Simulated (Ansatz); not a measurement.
# One shape, several levels: C2H7GaO (SMILES CC[O][GaH2])

Aim: a comparison of 3 runs (HF/STO-3G, B3LYP/6-31G*, MP2/def2-SVP) of C2H7GaO. 

Program for the calculation: Ansatz 0.2.0.

6 further runs of the same task are left out: 1 that didn't finish, 5 set aside as unsound or not needed.

### Step 1. The structure to begin with

C2H7GaO: 11 atoms, total charge 0, spin state singlet. SMILES: `CC[O][GaH2]`. The shape is that of a PBE0-D4/def2-TZVP optimisation. This is one conformer, not always the lowest.

Bond lengths: C1–C2 1.512 Å, C2–O3 1.403 Å, O3–Ga4 1.780 Å, C1–H5 1.093 Å, C1–H6 1.094 Å, C1–H7 1.094 Å, C2–H8 1.098 Å, C2–H9 1.098 Å, Ga4–H10 1.561 Å, Ga4–H11 1.557 Å. Some angles: C1–C2–O3 115.5°, C2–O3–Ga4 131.5°, C1–C2–H8 109.3°, C1–C2–H9 109.3°, O3–C2–H8 108.0°, O3–C2–H9 108.0°, C2–C1–H5 110.0°, C2–C1–H6 111.5°, C2–C1–H7 111.5°, O3–Ga4–H10 120.8°.

### Step 2. Energy and forces at HF/STO-3G (run 1)

Contents of in.yaml:

```yaml
crystal:
  periodic: [false, false, false]
  atoms:
    - {symbol: C, position_ang: [-0.350000, 1.241000, 0.150900]}
    - {symbol: C, position_ang: [-0.953100, -0.089400, 0.543000]}
    - {symbol: O, position_ang: [-0.214800, -1.221800, 0.168500]}
    - {symbol: Ga, position_ang: [1.330300, -1.387400, -0.699400]}
    - {symbol: H, position_ang: [-0.996200, 2.056600, 0.485600]}
    - {symbol: H, position_ang: [0.634400, 1.384000, 0.605500]}
    - {symbol: H, position_ang: [-0.236700, 1.325400, -0.933600]}
    - {symbol: H, position_ang: [-1.089200, -0.118800, 1.632300]}
    - {symbol: H, position_ang: [-1.955000, -0.177300, 0.102100]}
    - {symbol: H, position_ang: [2.110300, -0.126600, -1.189100]}
    - {symbol: H, position_ang: [1.720000, -2.885700, -0.865800]}
basis:
  gaussian:
    orbitals: STO-3G
hamiltonian:
  xc: hf
accuracy: high
output: {forces: true, orbitals: {seedname: orbitals}}
```

Command:

```console
$ ansatz run in.yaml --threads 1 --pin off --max-ram 2610MiB --events-out events.jsonl --progress --plain --runs-dir runs
```

The log of the run, shortened:

```text
Warning: RAYON_NUM_THREADS=1 ignored (pool sized by the plan → 1); use --threads N
Functional definition: HF
  name "HF"
[...]
733 factors; integrals over basis functions are off by at most 6.0e-9 eV
[...]
mean field -55881.58679086 eV, -2053.6104366640 hartree, gradient 2.1e-8 eV, S^2 0.000000; 0 other end points of the search recorded, 0 dependent functions left out
[...]
reference -55881.58679086 eV, -2053.6104366640 hartree; 29, 29 occupied and 11, 11 virtual orbitals, 733 factors
Total energy: -55881.58679086 eV, -2053.6104366640 hartree
Atom 0 at    -0.350000     1.241000     0.150900 Å, force     0.499425     1.768079    -0.348249 eV/Å
Atom 1 at    -0.953100    -0.089400     0.543000 Å, force    -0.404074    -0.761633     0.259161 eV/Å
Atom 2 at    -0.214800    -1.221800     0.168500 Å, force     4.632661    -1.610910    -2.560473 eV/Å
Atom 3 at     1.330300    -1.387400    -0.699400 Å, force    -1.794533     0.314105     0.992772 eV/Å
Atom 4 at    -0.996200     2.056600     0.485600 Å, force     0.198881    -0.214650    -0.104579 eV/Å
Atom 5 at     0.634400     1.384000     0.605500 Å, force    -0.333962    -0.082516    -0.121296 eV/Å
Atom 6 at    -0.236700     1.325400    -0.933600 Å, force    -0.065614    -0.064833     0.351891 eV/Å
Atom 7 at    -1.089200    -0.118800     1.632300 Å, force    -0.060498     0.136963     0.058520 eV/Å
Atom 8 at    -1.955000    -0.177300     0.102100 Å, force    -0.086516     0.135024     0.013575 eV/Å
Atom 9 at     2.110300    -0.126600    -1.189100 Å, force    -1.638350    -2.510034     1.024798 eV/Å
Atom 10 at     1.720000    -2.885700    -0.865800 Å, force    -0.947418     2.890404     0.433882 eV/Å
Dipole moment:     0.018061     0.219674    -0.018049 e Å
```

Wall time 2 s (1 thread of AMD EPYC 7R43 (Zen 3), shared host).

### Step 3. Energy and forces at B3LYP/6-31G(d) (Cartesian functions) (run 2)

Contents of run.yaml:

```yaml
crystal:
  periodic: [false, false, false]
  atoms:
    - {symbol: C, position_ang: [-0.350000, 1.241000, 0.150900]}
    - {symbol: C, position_ang: [-0.953100, -0.089400, 0.543000]}
    - {symbol: O, position_ang: [-0.214800, -1.221800, 0.168500]}
    - {symbol: Ga, position_ang: [1.330300, -1.387400, -0.699400]}
    - {symbol: H, position_ang: [-0.996200, 2.056600, 0.485600]}
    - {symbol: H, position_ang: [0.634400, 1.384000, 0.605500]}
    - {symbol: H, position_ang: [-0.236700, 1.325400, -0.933600]}
    - {symbol: H, position_ang: [-1.089200, -0.118800, 1.632300]}
    - {symbol: H, position_ang: [-1.955000, -0.177300, 0.102100]}
    - {symbol: H, position_ang: [2.110300, -0.126600, -1.189100]}
    - {symbol: H, position_ang: [1.720000, -2.885700, -0.865800]}
basis:
  gaussian:
    orbitals: "6-31G*"
hamiltonian:
  xc: {name: B3LYP}
accuracy: high
output: {forces: true, orbitals: {seedname: orbitals}}
```

Command:

```console
$ ansatz run run.yaml --threads 1 --pin off --max-ram 2610MiB --events-out events.jsonl --progress --plain --runs-dir runs
```

The log of the run:

```text
Warning: RAYON_NUM_THREADS=1 ignored (pool sized by the plan → 1); use --threads N
[... 16 lines left out ...]
Total energy: -56607.22742727 eV, -2080.2772381954 hartree
[... 11 lines left out ...]
Dipole moment:     0.043852     0.262086    -0.034188 e Å
```

It took 17 s on 1 thread of AMD EPYC 7R43 (Zen 3), shared host; peak memory 0.37 GiB.

### Step 4. Energy and gradient at MP2/def2-SVP (run 3)

Contents of run.yaml:

```yaml
crystal:
  periodic: [false, false, false]
  atoms:
    - symbol: C
      position_ang: [-0.350000, 1.241000, 0.150900]
    - symbol: C
      position_ang: [-0.953100, -0.089400, 0.543000]
    - symbol: O
      position_ang: [-0.214800, -1.221800, 0.168500]
    - symbol: Ga
      position_ang: [1.330300, -1.387400, -0.699400]
    - symbol: H
      position_ang: [-0.996200, 2.056600, 0.485600]
    - symbol: H
      position_ang: [0.634400, 1.384000, 0.605500]
    - symbol: H
      position_ang: [-0.236700, 1.325400, -0.933600]
    - symbol: H
      position_ang: [-1.089200, -0.118800, 1.632300]
    - symbol: H
      position_ang: [-1.955000, -0.177300, 0.102100]
    - symbol: H
      position_ang: [2.110300, -0.126600, -1.189100]
    - symbol: H
      position_ang: [1.720000, -2.885700, -0.865800]
basis:
  gaussian:
    orbitals: def2-SVP
accuracy: high
output: {forces: true, orbitals: {seedname: orbitals}}
correlation:
  method: mp2
  frozen_orbitals: {C: 1, Ga: 9, H: 0, O: 1}
```

Command:

```console
$ ansatz run run.yaml --threads 1 --pin off --max-ram 2610MiB --events-out events.jsonl --progress --plain --runs-dir runs
```

The log of the run:

```text
Warning: RAYON_NUM_THREADS=1 ignored (pool sized by the plan → 1); use --threads N
[... 10 lines left out ...]
12 core orbitals not correlated: weight in the atoms' cores, before any rotation towards them, 1.000 or more for the frozen orbitals, at most 0.000 for the correlated occupied ones
[... 4 lines left out ...]
Total energy: -56552.11109954 eV, -2078.2517505103 hartree
[... 11 lines left out ...]
Dipole moment:     0.041573     0.267790    -0.032888 e Å
```

It took 21 s on 1 thread of AMD EPYC 7R43 (Zen 3), shared host; peak memory 0.52 GiB.

### Step 5. The series

| run | level | Cartesian functions | frozen core orbitals | energy (Eh) | dipole moment (D) | HOMO energy (eV) | LUMO energy (eV) | wall time |
| --- | --- | --- | --- | --- | --- | --- | --- | --- |
| 1 | HF/STO-3G | no | – | -2053.610437 | 1.06 | -7.24 | 5.49 | 2 s |
| 2 | B3LYP/6-31G* (Cartesian functions) | yes | – | -2080.277238 | 1.29 | -7.36 | -1.30 | 17 s |
| 3 | MP2/def2-SVP | no | 12 | -2078.251751 | 1.31 | -11.32 | 1.69 | 21 s |

### Step 6. Summary of results

| quantity | value |
| --- | --- |
| run 3: total energy | -2078.25175 Eh |
| run 3: dipole moment (correlated density) | 1.31 D |
| run 3: HOMO energy (Hartree–Fock orbitals) | -11.32 eV |
| run 3: LUMO energy (Hartree–Fock orbitals) | 1.69 eV |
| run 3: HOMO–LUMO gap (Hartree–Fock orbitals) | 13.01 eV |
| run 3: correlation energy (12 core orbitals frozen) | -692.2 mEh |
| run 3: largest force on an atom | 0.239 eV/Å |

The dipole moment (its size) runs from 1.06 D (HF/STO-3G) to 1.31 D (MP2/def2-SVP). The two ends differ in method and basis. In run 1 the basis is minimal, so the values are rough. All runs together took 40 s, the longest 21 s.
